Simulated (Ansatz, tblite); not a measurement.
# The cluster Sn3F2: one state, many levels

Aim: run the singlet of the cluster Sn3F2 at one geometry on many levels, and compare frontier levels, spin and run time.

Computed with Ansatz 0.2.0, Gaussian basis. Level: as each input shows.

Levels to be run: GFN1-xTB, GFN2-xTB, PBE-D4/def2-TZVP, r2SCAN-D4/def2-TZVP, revPBE-D4/def2-TZVP, ωB97M-V/def2-TZVP, BHLYP-D4/def2-TZVP, PBE-D4/def2-SVP, PBE0-D4/def2-SVP, CCSD(T)/def2-SVP, MP2/def2-TZVP.

5 further runs of the same task are left out: 5 set aside as unsound or not needed. Runs told in other sessions of the task aren't counted.

### 1 The structure

The singlet was relaxed beforehand with PBE-D4/def2-SVP. At that level it is the lowest of the isomers that a small search found.

5 atoms, charge 0, spin multiplicity 1.

Bond lengths: Sn1–Sn2 2.917 Å, Sn1–F5 2.248 Å, Sn2–F4 2.247 Å, Sn3–F4 2.145 Å, Sn3–F5 2.144 Å. Angles: Sn2–Sn1–F5 90.8°, Sn1–Sn2–F4 90.9°, F4–Sn3–F5 88.1°, Sn2–F4–Sn3 91.6°, Sn1–F5–Sn3 91.6°.

Sn takes a core potential in the def2 sets. No spin-orbit coupling is included.

PBE0-D4/def2-TZVP was run before; its log isn't repeated, and its numbers join the tables.

### 2 GFN1-xTB

Tight binding, by tblite at 300 K electronic temperature and without a spin-polarisation term:

```python
tblite.interface.Calculator('GFN1-xTB', numbers, positions, charge=0, uhf=0).singlepoint()
```

Energy -485.4602 eV, HOMO -8.81 eV, LUMO -7.39 eV; 0.004 s.

### 3 GFN2-xTB

Tight binding, by tblite at 300 K electronic temperature and without a spin-polarisation term:

```python
tblite.interface.Calculator('GFN2-xTB', numbers, positions, charge=0, uhf=0).singlepoint()
```

Energy -433.1735 eV, HOMO -8.75 eV, LUMO -7.39 eV; 0.005 s.

### 4 PBE-D4/def2-TZVP

start.molden holds the orbitals of an earlier run on this state, given as this run's starting guess.

File in.yaml:

```yaml
crystal:
  periodic: [false, false, false]
  atoms:
    - {symbol: Sn, position_ang: [0.080408, 0.180096, -2.011305]}
    - {symbol: Sn, position_ang: [1.012981, 1.725830, 0.279593]}
    - {symbol: Sn, position_ang: [-1.326859, -0.326169, 0.759737]}
    - {symbol: F, position_ang: [0.593223, 0.001028, 1.657558]}
    - {symbol: F, position_ang: [-0.359753, -1.580785, -0.685583]}
basis:
  gaussian: {orbitals: def2-TZVP, initial_orbitals: start.molden}
hamiltonian: {xc: pbe, dispersion: d4}
scf: {omitted_lower_state_checks: [starts]}
output: {forces: true, orbitals: {seedname: orbitals}}
```

Run with:

```sh
> ansatz run in.yaml --threads 4 --pin off --events-out ev --progress --plain --max-ram 4787MiB
```

Log:

```text
Functional definition: PBE
  name "PBE"
  cite "Perdew, Burke & Ernzerhof, Phys. Rev. Lett. 77, 3865 (1996) doi:10.1103/PhysRevLett.77.3865"
  parent pbe
  parameter kappa = 0.804
  parameter beta = 0.06672455060314922
  exchange = pbe_x(kappa = kappa, mu = beta*pi^2/3)
  correlation = pbe_c(beta = beta)
these checks for a lower state are left out or cut short: starts
1476 factors; their error is unknown
mean field evaluation 1: about -22929.3006 eV, gradient 1.0e1 eV
mean field evaluation 2: about -22929.4737 eV, gradient 2.3e-1 eV
mean field evaluation 4: about -22929.4621 eV, gradient 1.5e-1 eV
mean field evaluation 8: about -22929.4621 eV, gradient 2.1e-5 eV
mean field -22929.46213737 eV, -842.6421914006 hartree, gradient 2.1e-5 eV, S^2 0.000000; 0 other end points of the search recorded, 0 dependent functions left out
the calculation of the forces begins
reference -22929.46218184 eV, -842.6421930348 hartree; 42, 42 occupied and 170, 170 virtual orbitals, 1476 factors
Total energy: -22929.70527021 eV, -842.6511263679 hartree
Atom 0 at     0.080408     0.180096    -2.011305 Å, force     0.004933     0.047611     0.036496 eV/Å
Atom 1 at     1.012981     1.725830     0.279593 Å, force    -0.030052    -0.008777    -0.051264 eV/Å
Atom 2 at    -1.326859    -0.326169     0.759737 Å, force     0.102764     0.009680    -0.047162 eV/Å
Atom 3 at     0.593223     0.001028     1.657558 Å, force    -0.048041    -0.039132     0.009561 eV/Å
Atom 4 at    -0.359753    -1.580785    -0.685583 Å, force    -0.029605    -0.009383     0.052369 eV/Å
Dipole moment:    -0.283613     0.255259    -0.057065 e Å
Checks for a lower state left out: starts
```

Wall time 3.2 s (4 threads of Arm Neoverse V1, shared host).

Report: HOMO -4.20 eV, LUMO -3.15 eV.

### 5 r2SCAN-D4/def2-TZVP

in.yaml, as its differences from that of step 4:

```diff
@@ -10,4 +10,4 @@
   gaussian: {orbitals: def2-TZVP, initial_orbitals: start.molden}
-hamiltonian: {xc: pbe, dispersion: d4}
+hamiltonian: {xc: r2scan, dispersion: d4}
 scf: {omitted_lower_state_checks: [starts]}
-output: {forces: true, orbitals: {seedname: orbitals}}
+output: {orbitals: {seedname: orbitals}}
```

Launched as before.

Log:

```text
Functional definition: r2SCAN
  name "r2SCAN"
  cite "Furness, Kaplan, Ning, Perdew & Sun, J. Phys. Chem. Lett. 11, 8208 (2020) doi:10.1021/acs.jpclett.0c02405"
  cite "Furness, Kaplan, Ning, Perdew & Sun, J. Phys. Chem. Lett. 11, 9248 (2020) doi:10.1021/acs.jpclett.0c03077"
  parent r2scan
  parameter k0 = 0.174
  parameter k1 = 0.065
  parameter a1 = 4.9479
  exchange = r2scan_x(k0 = k0, k1 = k1, a1 = a1)
  correlation = r2scan_c
these checks for a lower state are left out or cut short: starts
1476 factors; their error is unknown
mean field evaluation 1: about -22938.6474 eV, gradient 6.9e0 eV
mean field evaluation 2: about -22938.7180 eV, gradient 8.9e-2 eV
mean field evaluation 4: about -22938.7085 eV, gradient 3.9e-4 eV
mean field -22938.70854232 eV, -842.9819905152 hartree, gradient 1.4e-5 eV, S^2 0.000000; 0 other end points of the search recorded, 0 dependent functions left out
reference -22938.70855709 eV, -842.9819910580 hartree; 42, 42 occupied and 170, 170 virtual orbitals, 1476 factors
Total energy: -22938.75354472 eV, -842.9836443230 hartree
Checks for a lower state left out: starts
```

Run time: 5.5 s. Hardware: 4 threads of Arm Neoverse V1, shared host.

From the report: HOMO -4.41 eV, LUMO -3.06 eV.

### 6 revPBE-D4/def2-TZVP

in.yaml, as its differences from that of step 5:

```diff
@@ -10,3 +10,3 @@
   gaussian: {orbitals: def2-TZVP, initial_orbitals: start.molden}
-hamiltonian: {xc: r2scan, dispersion: d4}
+hamiltonian: {xc: {name: revPBE}, dispersion: d4}
 scf: {omitted_lower_state_checks: [starts]}
```

Launched as before.

Log:

```text
Functional definition: revPBE
  name "revPBE"
  cite "Zhang & Yang, Phys. Rev. Lett. 80, 890 (1998) doi:10.1103/PhysRevLett.80.890"
  cite "Perdew, Burke & Ernzerhof, Phys. Rev. Lett. 77, 3865 (1996) doi:10.1103/PhysRevLett.77.3865"
  parameter kappa = 1.245
  parameter beta = 0.06672455060314922
  exchange = pbe_x(kappa = kappa, mu = beta*pi^2/3)
  correlation = pbe_c(beta = beta)
these checks for a lower state are left out or cut short: starts
1476 factors; their error is unknown
mean field evaluation 1: about -22936.2786 eV, gradient 1.1e1 eV
mean field evaluation 2: about -22936.4119 eV, gradient 2.1e-1 eV
mean field evaluation 4: about -22936.4000 eV, gradient 1.1e-3 eV
mean field -22936.40004260 eV, -842.8971547154 hartree, gradient 2.2e-5 eV, S^2 0.000000; 0 other end points of the search recorded, 0 dependent functions left out
reference -22936.40009793 eV, -842.8971567485 hartree; 42, 42 occupied and 170, 170 virtual orbitals, 1476 factors
Total energy: -22936.88196762 eV, -842.9148651329 hartree
Checks for a lower state left out: starts
```

Wall time 2.6 s (4 threads of Arm Neoverse V1, shared host).

HOMO -4.14 eV, LUMO -3.04 eV.

### 7 ωB97M-V/def2-TZVP

in.yaml, as its differences from that of step 6:

```diff
@@ -10,3 +10,3 @@
   gaussian: {orbitals: def2-TZVP, initial_orbitals: start.molden}
-hamiltonian: {xc: {name: revPBE}, dispersion: d4}
+hamiltonian: {xc: {name: wB97M-V}}
 scf: {omitted_lower_state_checks: [starts]}
```

Launched as before.

Log, shortened:

```text
Functional definition: wB97M-V
  name "wB97M-V"
  cite "Mardirossian & Head-Gordon, J. Chem. Phys. 144, 214110 (2016) doi:10.1063/1.4952647"
  cite "Becke, J. Chem. Phys. 107, 8554 (1997) doi:10.1063/1.475007"
  cite "Vydrov & Van Voorhis, J. Chem. Phys. 133, 244103 (2010) doi:10.1063/1.3521275"
  # Of w^i u^j: cxij and so on, Table III.
[...]
  gx(w, u) = 1 - cx + cx01*u + cx10*w
  gss(w, u) = css00 + css04*u^4 + css10*w + css20*w^2 + css43*w^4*u^3
  gos(w, u) = cos00 + cos10*w + (cos20 + cos21*u)*w^2 + (cos60 + cos61*u)*w^6
[...]
      + integral(e_c_pw_mod_opposite_spin*gos(b97_w_opposite, b97_u_opposite)) + vv10(b, c)
[...]
1608 factors; their error is unknown
304 factors; integrals over basis functions are off by at most 2.5e-5 eV
[...]
mean field -22929.05919395 eV, -842.6273835031 hartree, gradient 1.8e-5 eV, S^2 0.000000; 0 other end points of the search recorded, 0 dependent functions left out
reference -22929.05924841 eV, -842.6273855044 hartree; 42, 42 occupied and 170, 170 virtual orbitals, 1608 factors
Total energy: -22929.05924841 eV, -842.6273855044 hartree
Checks for a lower state left out: starts
```

Wall time 14 s (4 threads of Arm Neoverse V1, shared host); peak memory 0.9 GiB.

Report: HOMO -6.70 eV, LUMO -0.85 eV.

### 8 BHLYP-D4/def2-TZVP

in.yaml, as its differences from that of step 7:

```diff
@@ -10,3 +10,3 @@
   gaussian: {orbitals: def2-TZVP, initial_orbitals: start.molden}
-hamiltonian: {xc: {name: wB97M-V}}
+hamiltonian: {xc: {name: BHLYP}, dispersion: d4}
 scf: {omitted_lower_state_checks: [starts]}
```

Launched as before.

Log:

```text
Functional definition: BHLYP
  name "BHLYP"
  cite "Becke, J. Chem. Phys. 98, 1372 (1993) doi:10.1063/1.464304"
  cite "Becke, Phys. Rev. A 38, 3098 (1988) doi:10.1103/PhysRevA.38.3098"
  cite "Lee, Yang & Parr, Phys. Rev. B 37, 785 (1988) doi:10.1103/PhysRevB.37.785"
  parameter a = 0.5
  exchange = (1 - a)*b88_x + a*exact_x
  correlation = lyp_c
these checks for a lower state are left out or cut short: starts
1802 factors; their error is unknown
mean field evaluation 1: about -22925.5917 eV, gradient 8.4e0 eV
mean field evaluation 2: about -22925.7282 eV, gradient 2.3e-1 eV
mean field evaluation 4: about -22926.2705 eV, gradient 6.4e-1 eV
mean field evaluation 8: about -22926.2710 eV, gradient 2.3e-5 eV
mean field -22926.27095872 eV, -842.5249177485 hartree, gradient 2.3e-5 eV, S^2 0.000000; 0 other end points of the search recorded, 0 dependent functions left out
reference -22926.27112158 eV, -842.5249237334 hartree; 42, 42 occupied and 170, 170 virtual orbitals, 1802 factors
Total energy: -22926.74252617 eV, -842.5422475324 hartree
Checks for a lower state left out: starts
```

Run time: 5 s. Hardware: 4 threads of Arm Neoverse V1, shared host; peak memory 0.76 GiB.

From the report: HOMO -5.60 eV, LUMO -1.76 eV.

### 9 PBE-D4/def2-SVP

in.yaml, as its differences from that of step 8:

```diff
@@ -9,4 +9,4 @@
 basis:
-  gaussian: {orbitals: def2-TZVP, initial_orbitals: start.molden}
-hamiltonian: {xc: {name: BHLYP}, dispersion: d4}
+  gaussian: {orbitals: def2-SVP, initial_orbitals: start.molden}
+hamiltonian: {xc: pbe, dispersion: d4}
 scf: {omitted_lower_state_checks: [starts]}
```

The command is unchanged.

Log:

```text
Functional definition: PBE
  name "PBE"
  cite "Perdew, Burke & Ernzerhof, Phys. Rev. Lett. 77, 3865 (1996) doi:10.1103/PhysRevLett.77.3865"
  parent pbe
  parameter kappa = 0.804
  parameter beta = 0.06672455060314922
  exchange = pbe_x(kappa = kappa, mu = beta*pi^2/3)
  correlation = pbe_c(beta = beta)
these checks for a lower state are left out or cut short: starts
1169 factors; their error is unknown
mean field evaluation 1: about -22921.6068 eV, gradient 3.7e1 eV
mean field evaluation 2: about -22922.1138 eV, gradient 8.8e-1 eV
mean field evaluation 4: about -22922.0963 eV, gradient 5.1e-2 eV
mean field -22922.09629358 eV, -842.3715016340 hartree, gradient 2.9e-5 eV, S^2 0.000000; 0 other end points of the search recorded, 0 dependent functions left out
reference -22922.09632902 eV, -842.3715029364 hartree; 42, 42 occupied and 64, 64 virtual orbitals, 1169 factors
Total energy: -22922.33941739 eV, -842.3804362694 hartree
Checks for a lower state left out: starts
```

Run time: 1.2 s. Hardware: 4 threads of Arm Neoverse V1, shared host.

Report: HOMO -4.13 eV, LUMO -3.01 eV.

### 10 PBE0-D4/def2-SVP

in.yaml, as its differences from that of step 9:

```diff
@@ -10,3 +10,3 @@
   gaussian: {orbitals: def2-SVP, initial_orbitals: start.molden}
-hamiltonian: {xc: pbe, dispersion: d4}
+hamiltonian: {xc: pbe0, dispersion: d4}
 scf: {omitted_lower_state_checks: [starts]}
```

Launched as before.

Log:

```text
Functional definition: PBE0
  name "PBE0"
  cite "Adamo & Barone, J. Chem. Phys. 110, 6158 (1999) doi:10.1063/1.478522"
  cite "Perdew, Burke & Ernzerhof, Phys. Rev. Lett. 77, 3865 (1996) doi:10.1103/PhysRevLett.77.3865"
  parent pbe
  parameter a = 0.25
  parameter kappa = 0.804
  parameter beta = 0.06672455060314922
  exchange = (1 - a)*pbe_x(kappa = kappa, mu = beta*pi^2/3) + a*exact_x
  correlation = pbe_c(beta = beta)
these checks for a lower state are left out or cut short: starts
1278 factors; integrals over basis functions are off by at most 2.3e-4 eV
mean field evaluation 1: about -22921.8379 eV, gradient 3.6e1 eV
mean field evaluation 2: about -22922.1062 eV, gradient 4.4e-1 eV
mean field evaluation 4: about -22922.1965 eV, gradient 1.2e-3 eV
mean field -22922.19653197 eV, -842.3751853272 hartree, gradient 2.7e-5 eV, S^2 0.000000; 0 other end points of the search recorded, 0 dependent functions left out
reference -22922.19655851 eV, -842.3751863024 hartree; 42, 42 occupied and 64, 64 virtual orbitals, 1278 factors
Total energy: -22922.40422489 eV, -842.3828179011 hartree
Checks for a lower state left out: starts
```

It took 1.8 s on 4 threads of Arm Neoverse V1, shared host.

Report: HOMO -4.95 eV, LUMO -2.38 eV.

### 11 CCSD(T)/def2-SVP

in.yaml, as its differences from that of step 10:

```diff
@@ -10,3 +10,3 @@
   gaussian: {orbitals: def2-SVP, initial_orbitals: start.molden}
-hamiltonian: {xc: pbe0, dispersion: d4}
+correlation: {method: ccsd_t}
 scf: {omitted_lower_state_checks: [starts]}
```

The command is unchanged.

Log, shortened:

```text
Functional definition: HF
  name "HF"
  cite "Fock, Z. Phys. 61, 126 (1930) doi:10.1007/BF01340294"
  parent pbe
[...]
1278 factors; integrals over basis functions are off by at most 2.3e-4 eV
[...]
mean field -22826.50307517 eV, -838.8585156529 hartree, gradient 5.3e-6 eV, S^2 0.000000; 0 other end points of the search recorded, 0 dependent functions left out; unrestricted orbitals would lower it
14 core orbitals not correlated: weight in the atoms' cores, before any rotation towards them, 1.000 or more for the frozen orbitals, at most 0.000 for the correlated occupied ones
reference -22826.50307517 eV, -838.8585156529 hartree; 28, 28 occupied and 64, 64 virtual orbitals, 1278 factors
second order -17.77200740 eV of doubles, -0.00000000 eV of singles
cycle   1  -17.77792923 eV  change   -5.9e-3 eV  update   1.6e-1
[...]
cycle  13  -18.52507962 eV  change   -1.9e-5 eV  update   3.9e-5
perturbative correction -0.64763663 eV, -0.0238002072 hartree
Total energy: -22845.67579142 eV, -839.5630999794 hartree
Checks for a lower state left out: starts
```

Wall time 16 s (4 threads of Arm Neoverse V1, shared host); peak memory 0.62 GiB.

Report: Hartree-Fock HOMO -6.49 eV, LUMO 0.07 eV; T1 0.017. Doubts: restricted state is unstable towards broken spin symmetry.

### 12 MP2/def2-TZVP

in.yaml, as its differences from that of step 11:

```diff
@@ -9,4 +9,4 @@
 basis:
-  gaussian: {orbitals: def2-SVP, initial_orbitals: start.molden}
-correlation: {method: ccsd_t}
+  gaussian: {orbitals: def2-TZVP, initial_orbitals: start.molden}
+correlation: {method: mp2}
 scf: {omitted_lower_state_checks: [starts]}
```

Same command.

Log, shortened:

```text
Functional definition: HF
  name "HF"
  cite "Fock, Z. Phys. 61, 126 (1930) doi:10.1007/BF01340294"
  parent pbe
[...]
1856 factors; integrals over basis functions are off by at most 6.5e-4 eV
[...]
mean field -22833.83895723 eV, -839.1281043463 hartree, gradient 2.8e-6 eV, S^2 0.000000; 0 other end points of the search recorded, 0 dependent functions left out; unrestricted orbitals would lower it
14 core orbitals not correlated: weight in the atoms' cores, before any rotation towards them, 1.000 or more for the frozen orbitals, at most 0.000 for the correlated occupied ones
reference -22833.83895723 eV, -839.1281043463 hartree; 28, 28 occupied and 170, 170 virtual orbitals, 1856 factors
second order -38.96692361 eV of doubles, -0.00000000 eV of singles
Total energy: -22872.80588084 eV, -840.5601123764 hartree
Checks for a lower state left out: starts
```

It took 6 s on 4 threads of Arm Neoverse V1, shared host; peak memory 0.69 GiB.

Report: Hartree-Fock HOMO -6.51 eV, LUMO 0.00 eV. Doubts: restricted state is unstable towards broken spin symmetry.

### 13 Comparison

```
              level  functions  HOMO (eV)  LUMO (eV)  gap (eV)   time
    PBE-D4/def2-SVP        106      -4.13      -3.01      1.12  1.2 s
   PBE-D4/def2-TZVP        212      -4.20      -3.15      1.06  3.2 s
revPBE-D4/def2-TZVP        212      -4.14      -3.04      1.10  2.6 s
r2SCAN-D4/def2-TZVP        212      -4.41      -3.06      1.35  5.5 s
   PBE0-D4/def2-SVP        106      -4.95      -2.38      2.57  1.8 s
  PBE0-D4/def2-TZVP        212      -4.99      -2.50      2.50  5.5 s
 BHLYP-D4/def2-TZVP        212      -5.60      -1.76      3.85    5 s
  ωB97M-V/def2-TZVP        212      -6.70      -0.85      5.85   14 s
```

Energy pieces by basis (eV):

```
    basis           HF  MP2 correlation  CCSD correlation      (T)              total
 def2-SVP  -22826.5031         -17.7720          -18.5251  -0.6476        -22845.6758
def2-TZVP  -22833.8390         -38.9669                             -22872.8059 (MP2)
```

The correlation energy is far from converged in these sets, so it jumps between bases; where outer-core shells are correlated, the sets cover them unevenly.

### 14 Binding energy

Free atoms were run apart at each level; binding is atoms less cluster, divided by the number of atoms, without zero-point or spin-orbit terms.

Differences are taken before rounding.

```
             method  binding an atom (eV)  from CCSD(T)/def2-SVP (eV)   time
        HF/def2-SVP                 1.535                      -1.016       
       HF/def2-TZVP                 1.550                      -1.001       
    PBE-D4/def2-SVP                 3.096                      +0.545  1.2 s
   PBE-D4/def2-TZVP                 3.074                      +0.523  3.2 s
revPBE-D4/def2-TZVP                 2.914                      +0.363  2.6 s
r2SCAN-D4/def2-TZVP                 2.920                      +0.368  5.5 s
   PBE0-D4/def2-SVP                 2.840                      +0.289  1.8 s
  PBE0-D4/def2-TZVP                 2.839                      +0.288  5.5 s
 BHLYP-D4/def2-TZVP                 2.659                      +0.108    5 s
  ωB97M-V/def2-TZVP                 2.819                      +0.268   14 s
       MP2/def2-SVP                 2.666                      +0.115       
      MP2/def2-TZVP                 2.870                      +0.319    6 s
      CCSD/def2-SVP                 2.456                      -0.095       
   CCSD(T)/def2-SVP                 2.551                           0   16 s
```

Among the levels timed on like hardware and quicker than the yardstick, those that no quicker one beats, quickest first: PBE-D4/def2-SVP (1.2 s, +0.545 eV); PBE0-D4/def2-SVP (1.8 s, +0.289 eV); BHLYP-D4/def2-TZVP (5 s, +0.108 eV).

### 15 What came out

| quantity | value |
| --- | --- |
| gap in def2-TZVP, named functionals, smallest and largest | 1.06 eV (PBE-D4), 5.85 eV (ωB97M-V) |
| correlation energy, CCSD(T)/def2-SVP | -19.17 eV |
| correlation energy, MP2/def2-TZVP | -38.97 eV |
| binding an atom, CCSD(T)/def2-SVP | 2.551 eV |
| PBE0 total energy, smallest basis above largest | 7.27 eV (def2-SVP, def2-TZVP) |

In words: Orbital gaps of the named functionals in def2-TZVP span 1.06 eV (PBE-D4) to 5.85 eV (ωB97M-V); exact exchange widens it. The functionals in def2-TZVP miss CCSD(T)/def2-SVP by +0.108 (BHLYP-D4) to +0.523 eV (PBE-D4) an atom. The yardstick is in a double-zeta basis, so levels in larger sets aren't compared like for like. CCSD(T)/def2-SVP isn't at the basis-set limit; small misses against it rank nothing.

BHLYP-D4/def2-TZVP reaches 0.108 eV from the reference in 5 s, where CCSD(T)/def2-SVP took 16 s; the quickest level in the cost chart, PBE-D4/def2-SVP, takes 1.2 s and misses by 0.545 eV. The slowest run with a step of its own, CCSD(T)/def2-SVP, took 16 s; the quickest functional in def2-TZVP took 2.6 s (shared host).
